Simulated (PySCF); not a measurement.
**MoSF₂: one geometry, several methods and rigid scans**

Aim: at the PBE0 minimum of singlet MoSF₂, found before, compare methods on energies and levels. Rigid scans about the minimum follow.

Program: PySCF 2.14.0. Level of theory: several methods, basis Mo def2-TZVP with ECP28, S def2-TZVP, F def2-TZVP, scalar-relativistic core potentials, no spin–orbit coupling, density fitting. These are calculated values, not measurements.

## (1) The starting structure

4 atoms, charge 0, spin multiplicity 1.

Bond lengths: Mo1–S2 2.062 Å, Mo1–F3 1.820 Å, Mo1–F4 1.820 Å. Angles: S2–Mo1–F3 113.4°, S2–Mo1–F4 113.4°, F3–Mo1–F4 133.2°.

Z-matrix (Å, degrees; charge 0 multiplicity 1):
```
Mo
S  1 2.0617
F  1 1.8196 2 113.42
F  1 1.8196 2 113.42 3 180.00
```

## (2) PBE0

One driver script runs all steps and calls PySCF; scf.py shows the equivalent input of each level. Each SCF starts from the density of the minimum. The driver also runs the species with one electron less or more at the same geometry (one less: multiplicity 2, one more: multiplicity 2); their logs are not shown.

Contents of scf.py:

```python
from pyscf import gto, scf, dft
mol = gto.M(atom='''
Mo     0.113922     0.197305    -0.000000
S     -0.916961    -1.588114     0.000000
F      1.921496    -0.011289    -0.000000
F     -0.970427     1.658478    -0.000000''',
    basis={'Mo': 'def2-TZVP', 'S': 'def2-TZVP', 'F': 'def2-TZVP'},
    ecp={'Mo': 'def2-TZVP'},
    charge=0, spin=0)
mf = dft.RKS(mol, xc='PBE0')
mf.grids.atom_grid = (99, 590)
aux = {'Mo': 'def2-universal-JKFIT', 'S': 'def2-universal-JKFIT', 'F': 'def2-universal-JKFIT'}
mf = mf.density_fit(auxbasis=aux)
mf.kernel()
```

## (3) HF

scf.py: that of step 2 with these lines changed.

```diff
@@ -10,2 +10 @@
-mf = dft.RKS(mol, xc='PBE0')
-mf.grids.atom_grid = (99, 590)
+mf = scf.RHF(mol)
```

## (4) MP2

scf.py: that of step 3 with these lines changed.

```diff
@@ -13,0 +14,2 @@
+from pyscf.mp import dfmp2
+dfmp2.DFMP2(mf, frozen=7).kernel()  # the driver gives MP2 a fitting basis of its own (RI)
```

## (5) PBE

scf.py: that of step 4 with these lines changed.

```diff
@@ -10 +10,2 @@
-mf = scf.RHF(mol)
+mf = dft.RKS(mol, xc='PBE')
+mf.grids.atom_grid = (99, 590)
@@ -14,2 +14,0 @@
-from pyscf.mp import dfmp2
-dfmp2.DFMP2(mf, frozen=7).kernel()  # the driver gives MP2 a fitting basis of its own (RI)
```

## (6) r2SCAN

scf.py: that of step 5 with these lines changed.

```diff
@@ -10 +10 @@
-mf = dft.RKS(mol, xc='PBE')
+mf = dft.RKS(mol, xc='R2SCAN')
```

## (7) B3LYP

scf.py: that of step 6 with these lines changed.

```diff
@@ -10 +10 @@
-mf = dft.RKS(mol, xc='R2SCAN')
+mf = dft.RKS(mol, xc='B3LYP')
```

## (8) TPSSh

scf.py: that of step 7 with these lines changed.

```diff
@@ -10 +10 @@
-mf = dft.RKS(mol, xc='B3LYP')
+mf = dft.RKS(mol, xc='TPSSH')
```

## (9) wB97X

scf.py: that of step 8 with these lines changed.

```diff
@@ -10 +10 @@
-mf = dft.RKS(mol, xc='TPSSH')
+mf = dft.RKS(mol, xc='WB97X')
```

## (10) B2PLYP

scf.py: that of step 9 with these lines changed.

```diff
@@ -10 +10 @@
-mf = dft.RKS(mol, xc='WB97X')
+mf = dft.RKS(mol, xc='0.53*HF + 0.47*B88, 0.73*LYP')
```

## (12) Breathing scan

A rigid scan with PBE0: all bonds to the central atom are scaled together. Each point starts from its neighbour's orbitals, and energies count from the minimum.

## (13) Stretching one bond

A rigid scan with PBE0: the bond from Mo to the last atom (F) is scaled and the rest held.

(Steps that only read results are left out.)

Q: Predict the outcome of this session. Wanted: atomisation energy, range; vertical ionisation energy, range; vertical electron affinity, range; orbital gap, range; all bonds 4 % longer; one bond 20 % longer.

The runs gave:

| quantity | value |
| --- | --- |
| atomisation energy, range | 564 (HF) to 1512 (PBE) kJ/mol |
| vertical ionisation energy, range | 7.75 (HF) to 9.51 (MP2) eV |
| vertical electron affinity, range | 1.17 (MP2) to 1.79 (PBE0) eV |
| orbital gap, range | 0.57 (PBE) to 10.64 (HF) eV |
| all bonds 4 % longer | 25.7 kJ/mol |
| one bond 20 % longer | 105.2 kJ/mol |

The atomisation energy spreads over 948 kJ/mol, from HF to PBE; without a CCSD(T) value for it there is no yardstick here. Spin contamination is strong in at least one of the open-shell species at HF, MP2. Without diffuse functions electron affinities tend to come out too low. Shortening all bonds by 4 % costs 33.2 kJ/mol and lengthening them 25.7: the wall is steeper on the short side. The closed shell proved unstable towards spin polarisation, so a lower open-shell solution exists.
